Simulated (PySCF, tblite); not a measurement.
# C4H11O3PSi2: geometry, infrared bands and NMR shifts

Wanted: the infrared bands and NMR shifts of C4H11O3PSi2 (`CC(=O)O[C@@H]([SiH2]P)[SiH2]C=O`), by calculation.

Programs: tblite 0.8.0 and PySCF 2.14.0, with density-fitted response routines of our own. Each step states its level of theory. These are calculated values for one molecule in the gas phase, unless marked as measured. Atoms count from 0, in the outputs and in this text.

## 1. Starting geometry

21 atoms, charge 0, multiplicity 1; geometry from: force field or distance geometry start.

Bonds of the start (Å): C0–C1 1.51, C1–O2 1.21, C1–O3 1.36, O3–C4 1.46, C4–Si5 1.89, Si5–P6 2.23, C4–Si7 1.90, Si7–C8 1.87, C8–O9 1.22, C0–H10 1.09, C0–H11 1.09, C0–H12 1.09, C4–H13 1.11, Si5–H14 1.49, Si5–H15 1.48, P6–H16 1.41, P6–H17 1.42, Si7–H18 1.50, Si7–H19 1.49, C8–H20 1.11.

## 2. Relaxing the molecule with GFN2-xTB

Job settings and geometry (Å):

```
{"job": {"kind": "relax", "xc": "GFN2-xTB", "basis": "xTB"}, "charge": 0, "multiplicity": 1}
C      3.496900    -0.186200    -0.128900
C      2.122800     0.338800    -0.487800
O      1.916100     1.226100    -1.276800
O      1.173900    -0.320400     0.228200
C     -0.212700     0.039300    -0.033300
Si    -1.474900    -1.263900     0.494900
P     -1.002800    -3.174200    -0.560300
Si    -0.842700     1.613000     0.819100
C     -2.206900     2.430600    -0.164500
O     -2.909100     1.746000    -0.897800
H      4.236100     0.332200    -0.733900
H      3.692700     0.003700     0.929400
H      3.540200    -1.251500    -0.335400
H     -0.317400     0.159800    -1.128600
H     -1.370900    -1.529600     1.956500
H     -2.877000    -0.925700     0.178400
H     -1.471700    -2.788000    -1.830500
H     -2.185800    -3.871200    -0.194800
H     -1.266800     1.347000     2.228800
H      0.290200     2.564500     0.972700
H     -2.339200     3.526600    -0.036000
```

The run is started by

```
$ OMP_NUM_THREADS=1 python probes_run.py task.json out
```

One launch serves the whole session: the jobs run in the order shown.

**Question.** This job is followed by: GFN2-xTB harmonic vibrations, gas phase; GIAO PBE0/pcSseg-1 NMR shielding, non-relativistic, gas phase. What will the session give for the following? strongest single infrared mode (GFN2-xTB); zero-point energy (GFN2-xTB); ¹³C shifts against TMS (PBE0/pcSseg-1); ¹H shifts against TMS (PBE0/pcSseg-1, means over atoms taken as alike); ¹⁷O shifts against H2O (PBE0/pcSseg-1); ²⁹Si shifts against TMS (PBE0/pcSseg-1); ³¹P shifts against H3PO4 (PBE0/pcSseg-1).

The runs gave:

| quantity | value |
| --- | --- |
| strongest single infrared mode (GFN2-xTB) | 1647 cm⁻¹, 399 km/mol |
| zero-point energy (GFN2-xTB) | 86.3 kcal/mol |
| ¹³C shifts against TMS (PBE0/pcSseg-1) | 271.7, 187.0, 49.3, 21.7 ppm |
| ¹H shifts against TMS (PBE0/pcSseg-1, means over atoms taken as alike) | 12.09, 5.75, 5.00, 4.90, 4.65, 3.30, 2.29, 0.76 ppm |
| ¹⁷O shifts against H2O (PBE0/pcSseg-1) | 826.2, 388.5, 225.8 ppm |
| ²⁹Si shifts against TMS (PBE0/pcSseg-1) | -46.2, -82.9 ppm |
| ³¹P shifts against H3PO4 (PBE0/pcSseg-1) | -292.6 ppm |

In words: The optimisation took 214 steps and gained 0.998 eV; among the close pairs (by a distance rule), Si7–C8 changed most, from 1.870 to 1.939 Å. The lowest mode is slightly imaginary (5i cm⁻¹), a soft motion within the noise of the Hessian, so the minimum is not strictly shown. The strongest single mode, at 1647 cm⁻¹, moves mainly C1. GFN2-xTB is a fitted tight-binding method: band positions and strengths are rough. Its intensities can rank the bands wrongly. At PBE0/pcSseg-1: The largest span, 1723 ppm, is at O9, where the paramagnetic term is -896 ppm.
